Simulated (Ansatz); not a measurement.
# CH7BFGeNO: the cost of one run

Program: Ansatz 0.2.0. Level of theory: RKS PBE0/def2-SVP. These are calculated values, not measurements.

## (1) The system as given

Bond lengths: C1–Ge2 1.943 Å, Ge2–N3 1.833 Å, Ge2–F4 1.730 Å, Ge2–B5 2.013 Å, B5–O6 1.485 Å, C1–H7 1.059 Å, C1–H8 1.135 Å, C1–H9 1.150 Å, N3–H10 1.087 Å, N3–H11 1.052 Å, B5–H12 1.152 Å, O6–H13 1.024 Å. Angles (14 of 19 angles, heavy atoms first): C1–Ge2–N3 107.8°, C1–Ge2–F4 111.8°, C1–Ge2–B5 111.3°, N3–Ge2–F4 107.0°, N3–Ge2–B5 109.4°, F4–Ge2–B5 109.3°, Ge2–B5–O6 120.0°, Ge2–C1–H7 111.3°, Ge2–C1–H8 105.4°, Ge2–C1–H9 110.1°, Ge2–N3–H10 108.0°, Ge2–N3–H11 108.1°, Ge2–B5–H12 121.8°, O6–B5–H12 118.2°.

Structure file:

```xyz
13

C    -0.9006   -1.1055    0.8442
Ge    0.0720   -0.3552   -0.6612
N     1.8526   -0.7151   -0.4147
F    -0.3919   -1.0916   -2.1562
B    -0.1976    1.6362   -0.7866
O     0.1721    2.5081    0.3574
H    -0.7704   -2.1553    0.9007
H    -1.9872   -0.8265    0.6708
H    -0.6029   -0.5665    1.8159
H     2.1486   -0.3003    0.5449
H     1.9613   -1.7522   -0.2785
H    -0.6441    2.1311   -1.7267
H    -0.6914    2.5580    0.9047
```

## (2) Relaxing end A

input.yaml

```yaml
crystal:
  periodic: [false, false, false]
  atoms:
    - { symbol: C, position_ang: [-0.9006, -1.1055, 0.8442] }
    - { symbol: Ge, position_ang: [0.072, -0.3552, -0.6612] }
    - { symbol: "N", position_ang: [1.8526, -0.7151, -0.4147] }
    - { symbol: F, position_ang: [-0.3919, -1.0916, -2.1562] }
    - { symbol: B, position_ang: [-0.1976, 1.6362, -0.7866] }
    - { symbol: O, position_ang: [0.1721, 2.5081, 0.3574] }
    - { symbol: H, position_ang: [-0.7704, -2.1553, 0.9007] }
    - { symbol: H, position_ang: [-1.9872, -0.8265, 0.6708] }
    - { symbol: H, position_ang: [-0.6029, -0.5665, 1.8159] }
    - { symbol: H, position_ang: [2.1486, -0.3003, 0.5449] }
    - { symbol: H, position_ang: [1.9613, -1.7522, -0.2785] }
    - { symbol: H, position_ang: [-0.6441, 2.1311, -1.7267] }
    - { symbol: H, position_ang: [-0.6914, 2.558, 0.9047] }
basis:
  gaussian: { orbitals: def2-SVP }
hamiltonian:
  xc: pbe0
relax:
  f_tol: 0.015
  max_steps: 40
```

Run with:

```sh
ansatz run input.yaml --threads 2 --pin off --max-ram 3072MiB --backend cpu --events-out ev --progress --plain --runs-dir out
```

What time and memory should one allow on 2 threads of Arm Neoverse V2, shared host?

About 2.7 min, with a peak of 0.42 GiB.
